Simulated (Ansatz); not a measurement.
**C3H9BO3 (trimethyl borate) at wB97M-V/6-31G(d) (spherical functions)**

Aim: the electronic atomisation energy of C3H9BO3 (trimethyl borate) at wB97M-V/6-31G* (spherical functions), from 5 runs. 

The calculation is run with Ansatz 0.2.0.

53 further runs of the same task are left out: 53 set aside as unsound or not needed.

**1. Starting point**

C3H9BO3 has 16 atoms, charge 0, and is taken as a singlet. As SMILES, `COB(OC)OC`. The coordinates come from a PBE0-D4/def2-TZVP relaxation.

Bond lengths: C1–O2 1.412 Å, O2–B3 1.363 Å, B3–O4 1.363 Å, O4–C5 1.412 Å, B3–O6 1.363 Å, O6–C7 1.412 Å, C1–H8 1.093 Å, C1–H9 1.093 Å, C1–H10 1.090 Å, C5–H11 1.093 Å, C5–H12 1.093 Å, C5–H13 1.090 Å, C7–H14 1.093 Å, C7–H15 1.093 Å, C7–H16 1.090 Å. Some angles: C1–O2–B3 120.2°, O2–B3–O4 120.0°, O2–B3–O6 120.0°, O4–B3–O6 120.0°, B3–O4–C5 120.2°, B3–O6–C7 120.2°, O2–C1–H8 111.3°, O2–C1–H9 111.3°, O2–C1–H10 107.6°, O4–C5–H11 111.3°.

**2. A single-point energy at wB97M-V/6-31G(d) (spherical functions)**

The input, molecule.yaml:

```yaml
crystal:
  periodic: [false, false, false]
  atoms:
    - {symbol: C, position_ang: [0.495720, -0.646730, -2.262610]}
    - {symbol: O, position_ang: [-0.175840, 0.182850, -1.338690]}
    - {symbol: B, position_ang: [0.000140, 0.000100, 0.000000]}
    - {symbol: O, position_ang: [0.825800, -0.985800, 0.450290]}
    - {symbol: C, position_ang: [1.010960, -1.178550, 1.836440]}
    - {symbol: O, position_ang: [-0.650070, 0.802840, 0.888440]}
    - {symbol: C, position_ang: [-1.506700, 1.825270, 0.426170]}
    - {symbol: H, position_ang: [1.580410, -0.565040, -2.153520]}
    - {symbol: H, position_ang: [0.214930, -1.695090, -2.131270]}
    - {symbol: H, position_ang: [0.211110, -0.322610, -3.263990]}
    - {symbol: H, position_ang: [1.432620, -0.286900, 2.307940]}
    - {symbol: H, position_ang: [0.066710, -1.416360, 2.333400]}
    - {symbol: H, position_ang: [1.702440, -2.011880, 1.963760]}
    - {symbol: H, position_ang: [-0.965900, 2.546210, -0.192620]}
    - {symbol: H, position_ang: [-2.330740, 1.415550, -0.163930]}
    - {symbol: H, position_ang: [-1.911590, 2.336140, 1.300180]}
basis:
  gaussian:
    orbitals: 6-31G_st_-spherical.json
hamiltonian:
  xc: {name: wB97M-V}
accuracy: high
output: {orbitals: {seedname: orbitals}}
total_charge: 0
```

The basis set 6-31G* is read from a file made from the Basis Set Exchange's data (not shown).

Run with:

```sh
ansatz run molecule.yaml --threads 1 --pin off --max-ram 3480MiB --events-out events.jsonl --progress --plain --runs-dir runs
```

The log of the run:

```text
Warning: RAYON_NUM_THREADS=1 ignored (pool sized by the plan → 1); use --threads N
Functional definition: wB97M-V
  name "wB97M-V"
  parameter omega = 0.3/bohr
  parameter cx = 0.15
  parameter cx01 = 1.007
  parameter cx10 = 0.259
  parameter css00 = 0.443
  parameter css04 = -1.437
  parameter css10 = -4.535
  parameter css20 = -3.390
  parameter css43 = 4.278
  parameter cos00 = 1.000
  parameter cos10 = 1.358
  parameter cos20 = 2.924
  parameter cos21 = -8.812
  parameter cos60 = -1.390
  parameter cos61 = 9.142
  parameter b = 6.0
  parameter c = 0.01
  gx(w, u) = 1 - cx + cx01*u + cx10*w
  gss(w, u) = css00 + css04*u^4 + css10*w + css20*w^2 + css43*w^4*u^3
  gos(w, u) = cos00 + cos10*w + (cos20 + cos21*u)*w^2 + (cos60 + cos61*u)*w^6
  exchange = spin_sum(e_x_unif_sr(omega)*gx(b97_w, b97_u_x)) + cx*exact_x_sr(omega) + exact_x_lr(omega)
  correlation = spin_sum(e_c_pw_mod_same_spin*gss(b97_w, b97_u_same))
      + integral(e_c_pw_mod_opposite_spin*gos(b97_w_opposite, b97_u_opposite)) + vv10(b, c)
2909 factors; integrals over basis functions are off by at most 6.4e-9 eV
459 factors; integrals over basis functions are off by at most 1.8e-9 eV
mean field evaluation 1: about -10069.1257 eV, gradient 5.1e1 eV
mean field evaluation 2: about -10070.5549 eV, gradient 4.7e1 eV
mean field evaluation 4: about -10074.0846 eV, gradient 1.4e0 eV
mean field evaluation 8: about -10074.3718 eV, gradient 7.6e-2 eV
mean field evaluation 16: about -10074.3718 eV, gradient 2.1e-5 eV
mean field -10074.37180582 eV, -370.2263352093 hartree, gradient 1.8e-8 eV, S^2 0.000000; 0 other end points of the search recorded, 0 dependent functions left out
reference -10074.37180999 eV, -370.2263353628 hartree; 28, 28 occupied and 88, 88 virtual orbitals, 2909 factors
Total energy: -10074.37180999 eV, -370.2263353628 hartree
```

Run time: 2.5 min. Hardware: 1 thread of Arm Neoverse V2, shared host; peak memory 0.95 GiB.

**3. The B atom**

The input, in.yaml:

```yaml
basis:
  gaussian:
    orbitals: 6-31G_st_-spherical.json
crystal:
  periodic: [false, false, false]
  atoms:
    - {symbol: B, position_ang: [0.000000, 0.000000, 0.000000]}
magnetization:
  spin_polarized: true
  initial_magnetization: 1
hamiltonian:
  xc: {name: wB97M-V}
accuracy: high
```

The basis set 6-31G* is read from a file made from the Basis Set Exchange's data (not shown).

Run with:

```sh
ansatz run in.yaml --threads 1 --pin off --max-ram 3480MiB --events-out events.jsonl --progress --plain --runs-dir runs
```

The log of the run (excerpt; [...] marks lines left out):

```text
Warning: RAYON_NUM_THREADS=1 ignored (pool sized by the plan → 1); use --threads N
Functional definition: wB97M-V
  name "wB97M-V"
[...]
  gx(w, u) = 1 - cx + cx01*u + cx10*w
  gss(w, u) = css00 + css04*u^4 + css10*w + css20*w^2 + css43*w^4*u^3
  gos(w, u) = cos00 + cos10*w + (cos20 + cos21*u)*w^2 + (cos60 + cos61*u)*w^6
[...]
      + integral(e_c_pw_mod_opposite_spin*gos(b97_w_opposite, b97_u_opposite)) + vv10(b, c)
96 factors; integrals over basis functions are off by at most 1.6e-9 eV
60 factors; integrals over basis functions are off by at most 1.2e-9 eV
[...]
mean field -670.41875769 eV, -24.6374349189 hartree, gradient 2.3e-9 eV, S^2 0.750394; 0 other end points of the search recorded, 0 dependent functions left out
reference -670.41875975 eV, -24.6374349947 hartree; 3, 2 occupied and 11, 12 virtual orbitals, 96 factors
Total energy: -670.41875975 eV, -24.6374349947 hartree
```

Run time: 2.1 s. Hardware: 1 thread of Arm Neoverse V2, shared host; peak memory 0.16 GiB.

**4. The C atom, same level**

The input, molecule.yaml:

```yaml
crystal:
  periodic: [false, false, false]
  atoms:
    - symbol: C
      position_ang: [0.000000, 0.000000, 0.000000]
basis:
  gaussian: {orbitals: 6-31G_st_-spherical.json}
magnetization: {spin_polarized: true, initial_magnetization: 2}
accuracy: high
hamiltonian: {xc: {name: wB97M-V}}
```

The basis set 6-31G* is read from a file made from the Basis Set Exchange's data (not shown).

Run with:

```sh
ansatz run molecule.yaml --threads 1 --pin off --max-ram 3480MiB --events-out events.jsonl --progress --plain --runs-dir runs
```

The log of the run (excerpt; [...] marks lines left out):

```text
Warning: RAYON_NUM_THREADS=1 ignored (pool sized by the plan → 1); use --threads N
Functional definition: wB97M-V
  name "wB97M-V"
[...]
  gx(w, u) = 1 - cx + cx01*u + cx10*w
  gss(w, u) = css00 + css04*u^4 + css10*w + css20*w^2 + css43*w^4*u^3
  gos(w, u) = cos00 + cos10*w + (cos20 + cos21*u)*w^2 + (cos60 + cos61*u)*w^6
[...]
      + integral(e_c_pw_mod_opposite_spin*gos(b97_w_opposite, b97_u_opposite)) + vv10(b, c)
96 factors; integrals over basis functions are off by at most 1.1e-9 eV
55 factors; integrals over basis functions are off by at most 1.7e-9 eV
[...]
mean field -1029.42127305 eV, -37.8305340177 hartree, gradient 5.1e-8 eV, S^2 2.001150; 0 other end points of the search recorded, 0 dependent functions left out
reference -1029.42127462 eV, -37.8305340753 hartree; 4, 2 occupied and 10, 12 virtual orbitals, 96 factors
Total energy: -1029.42127462 eV, -37.8305340753 hartree
```

Run time: 1.7 s. Hardware: 1 thread of Arm Neoverse V2, shared host; peak memory 0.15 GiB.

**5. The H atom at the same level**

The input, in.yaml:

```yaml
crystal:
  periodic: [false, false, false]
  atoms:
    - {symbol: H, position_ang: [0.000000, 0.000000, 0.000000]}
basis:
  gaussian: {orbitals: "6-31G*"}
magnetization: {spin_polarized: true, initial_magnetization: 1}
hamiltonian: {xc: {name: wB97M-V}}
accuracy: high
```

Run the same way, it converges to -0.49108 Eh (log not shown).

**6. The O atom**

The input, run.yaml:

```yaml
crystal:
  periodic: [false, false, false]
  atoms:
    - symbol: O
      position_ang: [0.000000, 0.000000, 0.000000]
basis:
  gaussian:
    orbitals: 6-31G_st_-spherical.json
magnetization:
  spin_polarized: true
  initial_magnetization: 2
hamiltonian:
  xc: {name: wB97M-V}
accuracy: high
```

The basis set 6-31G* is read from a file made from the Basis Set Exchange's data (not shown).

Run with:

```sh
ansatz run run.yaml --threads 1 --pin off --max-ram 3480MiB --events-out events.jsonl --progress --plain --runs-dir runs
```

The log of the run (excerpt; [...] marks lines left out):

```text
Warning: RAYON_NUM_THREADS=1 ignored (pool sized by the plan → 1); use --threads N
Functional definition: wB97M-V
  name "wB97M-V"
[...]
  gx(w, u) = 1 - cx + cx01*u + cx10*w
  gss(w, u) = css00 + css04*u^4 + css10*w + css20*w^2 + css43*w^4*u^3
  gos(w, u) = cos00 + cos10*w + (cos20 + cos21*u)*w^2 + (cos60 + cos61*u)*w^6
[...]
      + integral(e_c_pw_mod_opposite_spin*gos(b97_w_opposite, b97_u_opposite)) + vv10(b, c)
96 factors; integrals over basis functions are off by at most 1.3e-9 eV
51 factors; integrals over basis functions are off by at most 1.6e-9 eV
[...]
mean field -2041.96392284 eV, -75.0407900715 hartree, gradient 2.7e-9 eV, S^2 2.002543; 0 other end points of the search recorded, 0 dependent functions left out
reference -2041.96392367 eV, -75.0407901020 hartree; 5, 3 occupied and 9, 11 virtual orbitals, 96 factors
Total energy: -2041.96392367 eV, -75.0407901020 hartree
```

It took 1.7 s on 1 thread of Arm Neoverse V2, shared host; peak memory 0.16 GiB.

**7. What came out**

Level: wB97M-V/6-31G* (spherical functions).

```
                     quantity          value
       molecule: total energy  -370.22634 Eh
        molecule: HOMO energy      -10.20 eV
        molecule: LUMO energy        4.78 eV
      molecule: HOMO–LUMO gap       14.99 eV
         B atom: total energy   -24.63743 Eh
                 B atom: ⟨S²⟩          0.750
         C atom: total energy   -37.83053 Eh
                 C atom: ⟨S²⟩          2.001
         H atom: total energy    -0.49108 Eh
                 H atom: ⟨S²⟩          0.750
         O atom: total energy   -75.04079 Eh
                 O atom: ⟨S²⟩          2.003
electronic atomisation energy      69.531 eV
```

What this shows: Taking the molecule apart into free atoms costs 69.53 eV (6709 kJ/mol), before zero-point energy and without spin-orbit coupling.
